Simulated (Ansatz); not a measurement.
# I₂+ (doublet): basis-set convergence

How large a basis does I₂+ (doublet) need? Two functionals are run in growing sets.

Program: Ansatz 0.2.0, Gaussian basis. Level of theory: one geometry, several basis sets. These are calculated values, not measurements.

The runs, in order: PBE0-D4/def2-SVP; ωB97M-V/def2-SVP; PBE0-D4/def2-QZVPP; ωB97M-V/def2-QZVPP; the functionals' def2-TZVPP values are taken from earlier runs.

## Step 1: The geometry

The geometry comes from an earlier relaxation with PBE0-D4 in a triple-zeta def2 set; it is a stationary point. I takes the def2 core potential; no spin-orbit term is included.

SMILES `I[I+]`, 2 atoms, charge 1, spin multiplicity 2.

Atoms are counted from 1 here; the program's logs count them from 0.

Bond lengths: I1–I2 2.571 Å.

## Step 2: PBE0-D4 in def2-SVP

The input, in.yaml:

```yaml
crystal:
  periodic: [false, false, false]
  atoms:
    - {symbol: I, position_ang: [1.096261, -0.368159, 0.561306]}
    - {symbol: I, position_ang: [-1.096261, 0.368159, -0.561306]}
basis:
  gaussian: {orbitals: def2-SVP}
total_charge: 1
magnetization: {spin_polarized: true, initial_magnetization: 1}
hamiltonian: {xc: pbe0, dispersion: d4}
output: {orbitals: {seedname: orbitals}}
```

Run with:

```bash
> ansatz run in.yaml --threads 2 --pin off --events-out ev --progress --plain --max-ram 32768MiB --backend cpu
```

The runs that follow: ωB97M-V in def2-SVP; PBE0-D4 in def2-QZVPP; ωB97M-V in def2-QZVPP.

**Question.** What will the summary of the whole plan be? Wanted: PBE0-D4: double and triple zeta above quadruple; ωB97M-V: double and triple zeta above quadruple.

As calculated:

| quantity | value |
| --- | --- |
| PBE0-D4: double and triple zeta above quadruple | 0.85, 0.10 eV |
| ωB97M-V: double and triple zeta above quadruple | 0.88, 0.10 eV |

**Reading.** For PBE0-D4 the step from double to triple zeta gains 0.75 eV and the next only 0.10 eV. Total energies overstate the basis error of differences, where much of it tends to cancel.
